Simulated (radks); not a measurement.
**C⁺ in [He] 2s2 2p1: an all-electron calculation**

One table from this session's results is given with a row withheld; the runs are named, their logs left out.

Method: scalar-relativistic Kohn-Sham, BLYP, spin-polarised, spherical densities, finite nucleus; open shells are filled with parallel spins first. Code: radks (a radial shooting solver on a logarithmic mesh, Libxc functionals) version 1.

## The atom as given

```
element            : carbon (Z = 6)
charge             : +1
electrons          : 5
configuration      : [He] 2s2 2p1
nuclear rms radius : 2.4702 fm
```

The outer shells:

C⁺
```
[He] core
2s [↑↓]
2p [↑ ][  ][  ]
```

Set-up of the first run:

Settings of this run:

```text
Z 6
configuration [He] 2s2 2p1
relativity scalar-relativistic
functional b88,lyp
spin polarised
nucleus finite rms 2.4702 fm
c 137.035999084
```

The run is started by

```bash
> python run_ks.py task.json out
```

All runs below come from this command, one after another.

Among the steps run: Self-consistent calculation.

One table of the session follows, with a row left open; its other results are not shown here.

It belongs to the step «Radial structure». From the orbitals of this run (lengths in bohr):

```
  level     <r>  outermost maximum (interpolated)  90 % within
  1s up  0.2708                             0.174        0.486
1s down  0.2704                             0.174        0.485
  2s up   1.452                              1.16         2.29
2s down       ?                                 ?            ?
  2p up   1.482                              1.09         2.48
2p down   1.535                              1.11         2.59
```

Estimate the missing values for 2s down.

The run gave: <r>: 1.480; outermost maximum (interpolated): 1.17; 90 % within: 2.34. In the column «<r>» it lies between 2s up (1.452) and 2p up (1.482).

To keep in mind: Open shells are spherical and high-spin; term and fine-structure splittings are not resolved.
